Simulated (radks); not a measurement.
# Ionising cadmium step by step, Cd²⁴⁺ to Cd⁴⁷⁺

The task here is to estimate one member of a computed series from the others.

The numbers are computed with radks (a radial shooting solver on a logarithmic mesh, Libxc functionals) version 1 (scalar-relativistic Kohn-Sham, PBE, spin-polarised, spherical densities, finite nucleus; open shells are filled with parallel spins first), except any that are marked as measured or tabulated.

## The atom as given

* element: cadmium (Z = 48)
* charges: 24 to 47
* first configuration: [Ar] 3d6
* last configuration: 1s1

The outer shells:

Cd²⁴⁺
```
[Ar] core
3d [↑↓][↑ ][↑ ][↑ ][↑ ]
```

Cd⁴⁷⁺
```
1s [↑ ]
```

Set-up of the first run:

Input:

```text
Z 48
configuration [Ar] 3d6
relativity scalar-relativistic
functional pbe,pbe
spin polarised
nucleus finite rms 4.6087 fm
c 137.035999084
```

Steps of the session up to this table: Cd²⁴⁺, [Ar] 3d6.

One table of the session follows, with a row left open; its other results are not shown here.

It belongs to the step «Cd²⁴⁺, [Ar] 3d6». Sizes of the orbitals, from the radial functions (bohr):

```
  level     <r>  outermost maximum (interpolated)  90 % within  nodes
  2p up  0.1144                            0.0889        0.186      0
2p down  0.1143                            0.0888        0.186      0
  3s up  0.3414                             0.315        0.499      2
3s down       ?                                 ?            ?      ?
  3p up  0.3359                             0.306        0.501      1
3p down  0.3372                             0.307        0.503      1
  3d up  0.3052                             0.251        0.473      0
3d down  0.3068                             0.252        0.476      0
```

Q: Estimate the row for 3s down from the others.

As computed: <r>: 0.3425; outermost maximum (interpolated): 0.315; 90 % within: 0.500; nodes: 2. In the column «<r>» it is the highest.

To keep in mind: Open shells are spherical and high-spin; term and fine-structure splittings are not resolved.
